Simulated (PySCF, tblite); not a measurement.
# C2H14NPSi4: geometry, infrared bands and NMR shifts

What infrared bands and NMR shifts should C2H14NPSi4 (`C[Si@@]1(P[SiH3])[SiH2]CN1[SiH3]`) show?

Programs: tblite 0.8.0 and PySCF 2.14.0, with density-fitted response routines of our own. Each step states its level of theory. These are calculated values for one molecule in the gas phase, unless marked as measured. Atoms count from 0, in the outputs and in this text.

### Step 1. The starting structure

22 atoms, charge 0, multiplicity 1; geometry from: force field or distance geometry start.

Bonds of the start (Å): C0–Si1 1.86, Si1–P2 2.18, P2–Si3 2.17, Si1–Si4 2.17, Si4–C5 1.86, C5–N6 1.45, N6–Si7 1.80, N6–Si1 1.79, C0–H8 1.12, C0–H9 1.10, C0–H10 1.11, P2–H11 1.46, Si3–H12 1.49, Si3–H13 1.48, Si3–H14 1.47, Si4–H15 1.48, Si4–H16 1.46, C5–H17 1.09, C5–H18 1.10, Si7–H19 1.46, Si7–H20 1.46, Si7–H21 1.48.

### Step 2. Optimising the geometry with GFN2-xTB

What the job is given:

```
{"job": {"kind": "relax", "xc": "GFN2-xTB", "basis": "xTB"}, "charge": 0, "multiplicity": 1}
C      0.283900    -1.987000     1.424500
Si    -0.021400    -0.443200     0.441100
P      1.508800     1.103400     0.509900
Si     3.368900     0.648300    -0.520100
Si    -1.109900    -0.834100    -1.392600
C     -2.441200    -0.537100    -0.126600
N     -1.609200     0.349200     0.663100
Si    -1.512400     1.934900    -0.184000
H     -0.699000    -2.489100     1.625500
H      0.803400    -1.774900     2.370300
H      0.920400    -2.658500     0.809500
H      1.805100     1.371000     1.912800
H      4.254500    -0.232300     0.294100
H      4.108000     1.915600    -0.681200
H      3.128400     0.054000    -1.837400
H     -1.187500    -2.248100    -1.809100
H     -1.021500     0.144500    -2.473800
H     -3.277100     0.038100    -0.529400
H     -2.784000    -1.418500     0.433100
H     -2.784700     2.118600    -0.876400
H     -1.305300     3.042600     0.743500
H     -0.438600     1.922000    -1.198500
```

On the command line:

```console
OMP_NUM_THREADS=1 python probes_run.py task.json out
```

This one command runs all jobs of the session in turn.

**Question.** This job is followed by: GFN2-xTB harmonic vibrations, gas phase; GIAO PBE0/pcSseg-1 NMR shielding, non-relativistic, gas phase. Predict these results of the whole session: strongest single infrared mode (GFN2-xTB); zero-point energy (GFN2-xTB); ¹³C shifts against TMS (PBE0/pcSseg-1); ¹H shifts against TMS (PBE0/pcSseg-1, means over atoms taken as alike); ²⁹Si shifts against TMS (PBE0/pcSseg-1); ³¹P shifts against H3PO4 (PBE0/pcSseg-1); ¹⁵N shifts against NH3 (PBE0/pcSseg-1); surface potential, 1st and 99th percentile.

As calculated:

```
                                                              quantity                                               value
                             strongest single infrared mode (GFN2-xTB)                               2186 cm⁻¹, 751 km/mol
                                          zero-point energy (GFN2-xTB)                                       90.1 kcal/mol
                                ¹³C shifts against TMS (PBE0/pcSseg-1)                                      37.0, 12.4 ppm
¹H shifts against TMS (PBE0/pcSseg-1, means over atoms taken as alike)  4.89, 4.66, 4.57, 4.20, 3.23, 3.15, 0.63, 0.34 ppm
                               ²⁹Si shifts against TMS (PBE0/pcSseg-1)                       40.1, -47.4, -56.8, -84.5 ppm
                              ³¹P shifts against H3PO4 (PBE0/pcSseg-1)                                          -296.0 ppm
                                ¹⁵N shifts against NH3 (PBE0/pcSseg-1)                                            37.0 ppm
                                 surface potential, 1st and 99th percentile                                  -0.93 V and 1.04 V
```

What this shows: Over 288 steps the energy fell by 2.346 eV; of the close pairs, Si1–Si4 changed most, 2.168 to 2.342 Å. No mode is imaginary among the 60: a minimum at this level. GFN2-xTB is a fitted tight-binding method: band positions and strengths are rough. Its intensities can rank the bands wrongly. C5 (sp3 CH2 bonded to N and Si) lies farthest downfield among carbon, at 37.0 ppm; deshielded by the electronegative neighbour. At PBE0/pcSseg-1: The widest tensor belongs to P2: span 168 ppm, with a paramagnetic part of -357 ppm. By nearest atom (PBE0/pcSseg-1), the HOMO sits on N6 42 %; P2 21 % and the LUMO on Si1 25 %; P2 16 %.
